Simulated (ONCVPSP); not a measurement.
# Zinc: generating and testing an ONCV potential

Aim: build the potential from the settings below, then test how well it stands in for the atom: other configurations, scattering, ghost states and the plane-wave cutoff that it needs.

The numbers are computed with ONCVPSP 4.0.1 (PBE, scalar-relativistic, spin-unpolarised reference atom).

## Step 1: Settings

Typed settings, in words:

- element: zinc (Zn, Z = 30)
- type: optimised norm-conserving Vanderbilt (ONCV)
- frozen core: [Ne] 3s2
- valence charge: 18
- reference configuration: 3p6 3d10 4s1.5 (charge +0.5)
- partial waves: 4s: rc 2.10 bohr, ncon 5, nbas 9, qcut 3.8 1/bohr, 2 projectors, debl 0.6 Ha; 3p: rc 0.85 bohr, ncon 4, nbas 9, qcut 15 1/bohr, 2 projectors, debl 2.8 Ha; 3d: rc 1.50 bohr, ncon 4, nbas 8, qcut 9.3 1/bohr, 1 projector
- local potential: polynomial inside 0.55 bohr (lpopt 4, dvloc0 0 Ha)
- core correction: polynomial model core, fcfact 0.45

The nodes and maxima of the atom's own shells, from an earlier all-electron run, set the scale for the radii.

All-electron outer shells of the reference configuration (PBE, scalar-relativistic, ld1.x):

```csv
shell,level (eV),outermost node (bohr),outermost maximum (bohr)
3s,-133.85,0.28,0.59
3p,-88.02,0.25,0.59
3d,-14.74,–,0.57
4s,-9.84,0.85,2.04
4p,-4.24,0.92,2.75
```

## Step 2: The generation run

Contents of Zn.dat:

```
# ATOM AND REFERENCE CONFIGURATION
# atsym  z   nc   nv     iexc    psfile
  Zn 30.00    4    3        4      upf
#
#   n    l    f
    1    0    2.00
    2    0    2.00
    2    1    6.00
    3    0    2.00
    3    1    6.00
    3    2   10.00
    4    0    1.50
#
# PSEUDOPOTENTIAL AND OPTIMIZATION
# lmax
    2
#
#   l,   rc,      ep,       ncon, nbas, qcut
    0    2.10    0.00    5    9    3.80
    1    0.85    0.00    4    9   15.00
    2    1.50    0.00    4    8    9.30
#
# LOCAL POTENTIAL
# lloc, lpopt,  rc(5),   dvloc0
    4    4    0.55    0.00
#
# VANDERBILT-KLEINMAN-BYLANDER PROJECTORs
# l, nproj, debl
    0    2    0.60
    1    2    2.80
    2    1    3.70
#
# MODEL CORE CHARGE
# icmod, fcfact, rcfact
    1    0.45    0.00
#
# LOG DERIVATIVE ANALYSIS
# epsh1, epsh2, depsh
   -5.00    5.00    0.04
#
# OUTPUT GRID
# rlmax, drl
    6.00    0.01
#
# TEST CONFIGURATIONS
# ncnf
    4
# nvcnf
#   n    l    f
    3
    3    1    6.00
    3    2   10.00
    4    0    2.00
#
    3
    3    1    6.00
    3    2   10.00
    4    0    1.00
#
    3
    3    1    6.00
    3    2   10.00
    4    0    0.00
#
    4
    3    1    6.00
    3    2    9.00
    4    0    2.00
    4    1    1.00
#
```

The run is started by

```console
$ oncvpsp.x < Zn.dat > Zn.out
```

Q: Predict the outcome of this session. Wanted: cutoffs for 1 and 0.1 mHa per electron, occupied waves; bound ghosts; GHOST(+) flags; largest test error; largest phase difference near zero energy, channels read; rms error of d²Exc/dn², without and with the model core; projector energies reset by the program.

The runs gave:

```
                                                quantity                         value
  cutoffs for 1 and 0.1 mHa per electron, occupied waves               48 Ha and 87 Ha
                                            bound ghosts               s at -322.19 eV
                                          GHOST(+) flags            none at low energy
                            largest test error (AE − PS)  +44 meV, for 3p6 3d9 4s2 4p1
largest phase difference near zero energy, channels read                     0.027 rad
 rms error of d²Exc/dn², without and with the model core             3.40 and 0.96 mHa
                 projector energies reset by the program           p: -3.235, 0.250 Ha
```

In words: It has a bound ghost (s), a state that the atom doesn't have, and that rules the file out. The worst unpolarised test, 3p6 3d9 4s2 4p1, is off by 44 meV on 8.3 eV; by total energies transferability rates as fair. It counts as hard, with 48 Ha needed at the looser tolerance. At the looser tolerance the 3p wave is the slowest; 3d needs 40 Ha. Near zero energy the phases of the channels with partial waves agree within 0.027 rad.
